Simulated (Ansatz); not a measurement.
**C2H6FInS: a ladder of functionals and wavefunction methods**

An exercise on one series of results from a longer session: the logs are not shown, and one member is left open.

Method: functionals in def2-TZVPP, the program's frozen cores in correlated methods; program: Ansatz 0.2.0, Gaussian basis.

The runs, in order: LDA (SPW92), PBE-D4, revPBE-D4, BLYP-D4, r2SCAN-D4, B97M-V, PBE0-D4, B3LYP-D4, r2SCANh-D4, r2SCAN0-D4, HSE06-D4, BHLYP-D4, CAM-B3LYP-D4, LC-ωPBE, ωB97X-V, ωB97M-V, B2PLYP, PBE-QIDH; CCSD(T)/def2-SVP; CCSD(T)/def2-TZVPP; MP2/def2-QZVPP; extrapolation to the limit; RPA on PBE.

### The geometry

All runs share one geometry, relaxed beforehand with PBE0-D4 in a triple-zeta def2 set. In takes the def2 core potential; no spin-orbit term is included.

11 atoms, charge 0, spin multiplicity 1.

Atoms are counted from 1 here; the program's logs count them from 0.

Bond lengths: F1–C2 1.426 Å, C2–C3 1.500 Å, C2–H6 1.091 Å, C2–H7 1.091 Å, C3–In4 2.177 Å, C3–H8 1.090 Å, C3–H9 1.090 Å, In4–S5 2.396 Å, In4–H10 1.713 Å, S5–H11 1.343 Å. Angles: F1–C2–C3 109.3°, F1–C2–H6 105.0°, F1–C2–H7 105.5°, C3–C2–H6 114.3°, C3–C2–H7 112.6°, H6–C2–H7 109.5°, C2–C3–In4 103.2°, C2–C3–H8 112.8°, C2–C3–H9 112.0°, In4–C3–H8 108.8°, In4–C3–H9 111.1°, H8–C3–H9 108.8°, C3–In4–S5 115.4°, C3–In4–H10 128.7°, S5–In4–H10 115.8°, In4–S5–H11 94.2°.

The first run:

The input, in.yaml:

```yaml
crystal:
  periodic: [false, false, false]
  atoms:
    - {symbol: F, position_ang: [-0.402066, 1.705250, 0.210986]}
    - {symbol: C, position_ang: [-0.072754, 0.843748, 1.298193]}
    - {symbol: C, position_ang: [0.259404, -0.519573, 0.767196]}
    - {symbol: In, position_ang: [0.639013, -0.151393, -1.344117]}
    - {symbol: S, position_ang: [-1.011787, -1.014632, -2.851241]}
    - {symbol: H, position_ang: [-0.945147, 0.870696, 1.953600]}
    - {symbol: H, position_ang: [0.774017, 1.316337, 1.798459]}
    - {symbol: H, position_ang: [-0.569359, -1.221638, 0.858678]}
    - {symbol: H, position_ang: [1.136946, -0.945156, 1.254507]}
    - {symbol: H, position_ang: [2.001252, 0.587619, -2.074021]}
    - {symbol: H, position_ang: [-1.809520, -1.471258, -1.872242]}
basis:
  gaussian: {orbitals: def2-TZVPP}
hamiltonian: {xc: lda}
output: {orbitals: {seedname: orbitals}}
```

Command:

```sh
$ ansatz run in.yaml --threads 4 --pin off --events-out ev --progress --plain --max-ram 10444MiB
```

Steps of the session up to this table: LDA; PBE-D4 (GGA); revPBE-D4 (GGA); BLYP-D4 (GGA); r2SCAN-D4 (meta-GGA); B97M-V (meta-GGA); B3LYP-D4 (hybrid); r2SCANh-D4 (hybrid); r2SCAN0-D4 (hybrid); HSE06-D4 (hybrid); BHLYP-D4 (hybrid); CAM-B3LYP-D4 (range-separated); LC-ωPBE (range-separated); ωB97X-V (range-separated); ωB97M-V (range-separated); B2PLYP (double hybrid); PBE-QIDH (double hybrid).

One of the session's tables, all rows but one given; the rest of the session is left out.

It belongs to the step «Frontier levels by functional». 

| functional | HOMO (eV) | gap (eV) |
| --- | --- | --- |
| LDA (SPW92) | -6.15 | 4.14 |
| PBE-D4 | -6.00 | 4.27 |
| revPBE-D4 | -5.94 | 4.33 |
| BLYP-D4 | ? | ? |
| r2SCAN-D4 | -6.26 | 4.81 |
| B97M-V | -6.33 | 4.64 |
| PBE0-D4 | -7.16 | 6.16 |
| B3LYP-D4 | -6.92 | 5.66 |
| r2SCANh-D4 | -6.69 | 5.49 |
| r2SCAN0-D4 | -7.34 | 6.51 |
| HSE06-D4 | -6.76 | 5.40 |
| BHLYP-D4 | -8.18 | 7.85 |
| CAM-B3LYP-D4 | -8.46 | 8.27 |
| LC-ωPBE | -9.86 | 10.76 |
| ωB97X-V | -9.50 | 10.26 |
| ωB97M-V | -9.35 | 9.80 |

**Question.** Estimate the row for BLYP-D4.

Worked estimate for «HOMO (eV)». Against the share of exact exchange, B3LYP-D4 (0.2, -6.92), BHLYP-D4 (0.5, -8.18) give a slope of -4.20 per unit share; at 0 the line stands at -6.08.

As computed: HOMO (eV): -5.83; gap (eV): 4.16. In «HOMO (eV)» the line misses by -0.25.
